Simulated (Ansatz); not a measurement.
# InH2O−: functionals against CCSD(T) at one geometry

An exercise on one series of results from a longer session: the logs are not shown, and one member is left open.

The runs use Ansatz 0.2.0, Gaussian basis; single points in def2-TZVPPD.

Cores are frozen in the correlated methods. Filled d shells of the heavier atoms are correlated. Core potentials replace the inner electrons past krypton, and spin-orbit coupling is left out.

## Where the work starts

SMILES `[O-][InH2]`, 4 atoms, charge -1, spin multiplicity 1.

Atoms are counted from 1 here; the program's logs count them from 0.

Bond lengths: O1–In2 1.920 Å, In2–H3 1.821 Å, In2–H4 1.743 Å. Angles: O1–In2–H3 121.9°, O1–In2–H4 135.3°, H3–In2–H4 102.5°.

Coordinates:

```xyz
4
H2InO
O    -1.9395   -0.3920   -0.0986
In   -0.0793    0.0767   -0.0132
H     1.1608   -1.0328    0.7258
H     0.8995    1.3806   -0.6283
```

The first run:

The input, run/in.yaml:

```yaml
crystal:
  periodic: [false, false, false]
  atoms:
    - {symbol: O, position_ang: [-1.939500, -0.392000, -0.098600]}
    - {symbol: In, position_ang: [-0.079300, 0.076700, -0.013200]}
    - {symbol: H, position_ang: [1.160800, -1.032800, 0.725800]}
    - {symbol: H, position_ang: [0.899500, 1.380600, -0.628300]}
basis:
  gaussian: {orbitals: "def2-TZVPPD.json"}
total_charge: -1
correlation: {method: ccsd_t}
output: {forces: true}
```

The basis file named in the input lies beside it (Basis Set Exchange, JSON).

The command line of these runs was not kept.

Among the steps run: CCSD(T)/def2-TZVPPD; PBE0-D4/def2-TZVPPD; wB97M-V/def2-TZVPPD; r2SCAN-D4/def2-TZVPPD; PBE-D4/def2-TZVPPD; r2SCANh-D4/def2-TZVPPD; CAM-B3LYP-D4/def2-TZVPPD.

One of the session's tables, all rows but one given; the rest of the session is left out.

```
      method  RMS force component (eV/Å)  angle to CCSD(T) forces (°)
     CCSD(T)                       0.234                    reference
     PBE0-D4                       0.308                         43.1
     wB97M-V                           ?                            ?
   r2SCAN-D4                       0.253                         31.4
      PBE-D4                       0.233                         27.1
  r2SCANh-D4                       0.293                         40.8
CAM-B3LYP-D4                       0.321                         43.6
```

Q: Estimate the row for wB97M-V from the others.

**Answer.** RMS force component (eV/Å): 0.305; angle to CCSD(T) forces (°): 39.9. In the column «RMS force component (eV/Å)» it lies between r2SCANh-D4 (0.293) and PBE0-D4 (0.308).
